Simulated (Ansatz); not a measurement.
# C6H16F2GeN2: how energies converge with the basis set

The task here is to estimate one member of a computed series from the others.

Method: one geometry, several basis sets; program: Ansatz 0.2.0, Gaussian basis.

The runs, in order: PBE0-D4/def2-SVP; ωB97M-V/def2-SVP; PBE0-D4/def2-QZVPP; ωB97M-V/def2-QZVPP; the functionals' def2-TZVPP values are taken from earlier runs.

### The geometry

The geometry comes from an earlier relaxation with PBE0-D4 in a triple-zeta def2 set; it is a stationary point, not always the lowest conformer.

SMILES `CC(C)[NH][Ge]([F])([F])[NH]C(C)C`, 27 atoms, charge 0, spin multiplicity 1.

Atoms are counted from 1 here; the program's logs count them from 0.

Bond lengths: C1–C2 1.522 Å, C1–H12 1.093 Å, C1–H13 1.092 Å, C1–H14 1.095 Å, C2–C3 1.519 Å, C2–N4 1.460 Å, C2–H15 1.096 Å, C3–H16 1.095 Å, C3–H17 1.091 Å, C3–H18 1.092 Å, N4–Ge5 1.790 Å, N4–H19 1.011 Å, Ge5–F6 1.732 Å, Ge5–F7 1.732 Å, Ge5–N8 1.790 Å, N8–C9 1.460 Å, N8–H20 1.011 Å, C9–C10 1.522 Å and more. Angles: C2–C1–H12 111.1°, C2–C1–H13 111.0°, C2–C1–H14 110.4°, H12–C1–H13 108.4°, H12–C1–H14 107.8°, H13–C1–H14 108.0°, C1–C2–C3 111.6°, C1–C2–N4 112.6°, C1–C2–H15 108.4°, C3–C2–N4 109.5°, C3–C2–H15 108.2°, N4–C2–H15 106.3°, C2–C3–H16 110.4°, C2–C3–H17 110.8°, C2–C3–H18 111.0°, H16–C3–H17 108.1°, H16–C3–H18 107.7°, H17–C3–H18 108.8° and more.

The first run:

Input file in.yaml:

```yaml
crystal:
  periodic: [false, false, false]
  atoms:
    - {symbol: C, position_ang: [-1.927426, -2.482467, -1.053869]}
    - {symbol: C, position_ang: [-1.338136, -1.561186, 0.005040]}
    - {symbol: C, position_ang: [-1.827449, -1.923432, 1.396972]}
    - {symbol: N, position_ang: [-1.616986, -0.152085, -0.257978]}
    - {symbol: Ge, position_ang: [-0.614778, 0.820437, -1.377256]}
    - {symbol: F, position_ang: [-1.407781, 2.358676, -1.450692]}
    - {symbol: F, position_ang: [-0.588696, 0.313492, -3.033381]}
    - {symbol: N, position_ang: [1.104369, 0.828961, -0.879824]}
    - {symbol: C, position_ang: [1.526546, 1.295366, 0.438062]}
    - {symbol: C, position_ang: [1.675411, 2.808926, 0.503660]}
    - {symbol: C, position_ang: [2.810729, 0.589004, 0.838147]}
    - {symbol: H, position_ang: [-1.676263, -3.526821, -0.851458]}
    - {symbol: H, position_ang: [-1.555446, -2.224478, -2.047629]}
    - {symbol: H, position_ang: [-3.018598, -2.396927, -1.068713]}
    - {symbol: H, position_ang: [-0.247190, -1.668181, -0.012785]}
    - {symbol: H, position_ang: [-2.913922, -1.805862, 1.462821]}
    - {symbol: H, position_ang: [-1.371016, -1.277259, 2.148535]}
    - {symbol: H, position_ang: [-1.590947, -2.962565, 1.636890]}
    - {symbol: H, position_ang: [-2.602525, 0.071642, -0.261068]}
    - {symbol: H, position_ang: [1.762185, 1.045888, -1.615741]}
    - {symbol: H, position_ang: [0.738331, 0.995289, 1.138501]}
    - {symbol: H, position_ang: [0.741937, 3.305876, 0.231343]}
    - {symbol: H, position_ang: [1.959385, 3.133715, 1.507946]}
    - {symbol: H, position_ang: [2.452439, 3.145809, -0.189841]}
    - {symbol: H, position_ang: [3.619455, 0.844962, 0.146018]}
    - {symbol: H, position_ang: [3.125292, 0.887108, 1.840877]}
    - {symbol: H, position_ang: [2.679280, -0.494087, 0.819222]}
basis:
  gaussian: {orbitals: def2-SVP}
hamiltonian: {xc: pbe0, dispersion: d4}
output: {orbitals: {seedname: orbitals}}
```

Among the steps run: PBE0-D4 in def2-SVP; ωB97M-V in def2-SVP; PBE0-D4 in def2-QZVPP; ωB97M-V in def2-QZVPP.

One of the session's tables, all rows but one given; the rest of the session is left out.

It belongs to the step «Density functionals: the series». 

| functional | basis | HOMO (eV) | LUMO (eV) |
| --- | --- | --- | --- |
| PBE0-D4 | def2-SVP | -7.15 | 0.68 |
| PBE0-D4 | def2-TZVPP | ? | ? |
| PBE0-D4 | def2-QZVPP | -7.28 | 0.02 |
| ωB97M-V | def2-SVP | -9.49 | 2.48 |
| ωB97M-V | def2-TZVPP | -9.61 | 1.87 |
| ωB97M-V | def2-QZVPP | -9.64 | 1.36 |

**Question.** Estimate the row for PBE0-D4, def2-TZVPP.

**Answer.** HOMO (eV): -7.25; LUMO (eV): 0.28. In the column «HOMO (eV)» it lies between PBE0-D4, def2-QZVPP (-7.28) and PBE0-D4, def2-SVP (-7.15).
